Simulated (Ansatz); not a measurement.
# BrH₃Si, SMILES [SiH3]Br: an active-space calculation

Run with Ansatz's Python interface.

`brh3si.py`:
```python
"""Active-space calculation on BrH3Si."""

import warnings

import ansatz as az

SETTINGS = {
    "basis_set": "def2-SVP",
}

warnings.simplefilter("ignore", az.DeckWarning)

molecule = (
    az.Crystal.molecule()
    .atom("Si", (-0.0928, 0.0002, -0.0283))
    .atom("Br", (1.8558, -0.7264, 0.5082))
    .atom("H", (-1.0917, -0.1002, 1.1043))
    .atom("H", (-0.5916, -0.719, -1.1969))
    .atom("H", (-0.0298, 1.4717, -0.4287))
)

calculation = molecule.calculation()
calculation = calculation.basis(gaussian=SETTINGS["basis_set"])
calculation = calculation.correlation(active_electrons=4, active_orbitals=5)
for method in [None]:
    data = (calculation if method is None else calculation.correlation(method)).run(threads=1).report
    space = data["configurations"]
    state = space["states"][0]
    print(method or "casscf", f"total {data['free_energy_ev'] / 27.211386246:.6f} Ha, active-space state {state['energy']['hartree']:.6f} Ha, mean field {data['reference_energy_ev'] / 27.211386246:.6f} Ha")
    print("  determinants", state["n_determinants"], " natural occupations", [round(n, 3) for n in space["natural_occupations"]])
print("effectively unpaired electrons, sum of min(n, 2 - n):", round(sum(min(n, 2 - n) for n in space["natural_occupations"]), 3))
```

```console
$ python brh3si.py
casscf total -2862.757595 Ha, active-space state -2862.757595 Ha, mean field -2862.722833 Ha
  determinants 100  natural occupations [1.98, 1.977, 0.021, 0.016, 0.007]
effectively unpaired electrons, sum of min(n, 2 - n): 0.087
```

Reading the output:
- Total energies depend on the basis set; only differences at equal settings carry meaning.
- The geometry is a force-field or estimated start, not a minimum of this method, and the basis set is short of its limit. The active space starts as a window about the frontier orbitals and is then optimised, not chosen by chemistry.
- It ran for 11 s on 1 thread of Arm Neoverse V1 (shared host), peak memory 0.21 GiB.
